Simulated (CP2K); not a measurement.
The system is NbCu.

```
CELL_PARAMETERS angstrom
3.62351 0.00000 0.00000
1.81176 3.13805 0.00000
1.81176 1.04602 2.95859
ATOMIC_POSITIONS crystal
Nb 0.00000 0.00000 0.00000
Cu 0.50000 0.50000 0.50000
```

The cell was built by a generator and needn't be a form met in nature.

Program: CP2K 2026.2. Alike in all runs: no spin polarisation; cell as given; k mesh 9 × 9 × 9.

Task: Order these runs on this cell by their pressure, lowest first.
A. level BLYP+D3(BJ); potentials or basis GTH_POTENTIALS Nb GTH-PBE-q13, Cu GTH-BLYP-q11; TZVP-MOLOPT-PBE-GTH basis; smearing fermi-dirac 0.05 eV; EPS_DEFAULT 1.0E-9; NGRIDS 5; cutoff radius of the dispersion sum (A) 20
B. level BLYP; potentials or basis GTH_POTENTIALS Nb GTH-PBE-q13, Cu GTH-BLYP-q11; TZVP-MOLOPT-PBE-GTH basis; smearing fermi-dirac 0.05 eV; EPS_DEFAULT 1.0E-9; NGRIDS 5
C. level LDA; potentials or basis GTH_POTENTIALS Nb GTH-PADE-q13, Cu GTH-PADE-q11; TZVP-MOLOPT-PBE-GTH basis; smearing fermi-dirac 0.01 eV; EPS_DEFAULT 1.0E-9; NGRIDS 5; points a segment of the path (NPOINTS) 6; bands added on the path 4
D. level PBEsol; potentials or basis POTENTIAL_UZH Nb GTH-PBE-q13, Cu GTH-PBE-q11; TZVP-MOLOPT-PBE-GTH basis; smearing fermi-dirac 0.05 eV; EPS_DEFAULT 1.0E-10; NGRIDS 5; points a segment of the path (NPOINTS) 8; bands added on the path 4
E. level PBE; potentials or basis POTENTIAL_UZH Nb GTH-PBE-q13, Cu GTH-PBE-q11; TZVP-MOLOPT-PBE-GTH basis; smearing fermi-dirac 0.1 eV; EPS_DEFAULT 1.0E-9; NGRIDS 4; points a segment of the path (NPOINTS) 6; bands added on the path 4

Result: C (-8.9 GPa), A (-6.4 GPa), D (-4.3 GPa), E (1.5 GPa), B (6.6 GPa).

Caveats: the basis of atomic orbitals isn't converged, which shifts pressures, moduli and gaps; the potentials were made for another functional, which shifts forces and pressure (some runs); pairwise dispersion overbinds metals, which lowers pressure and volume (some runs).

Not every run made on this cell is shown here.
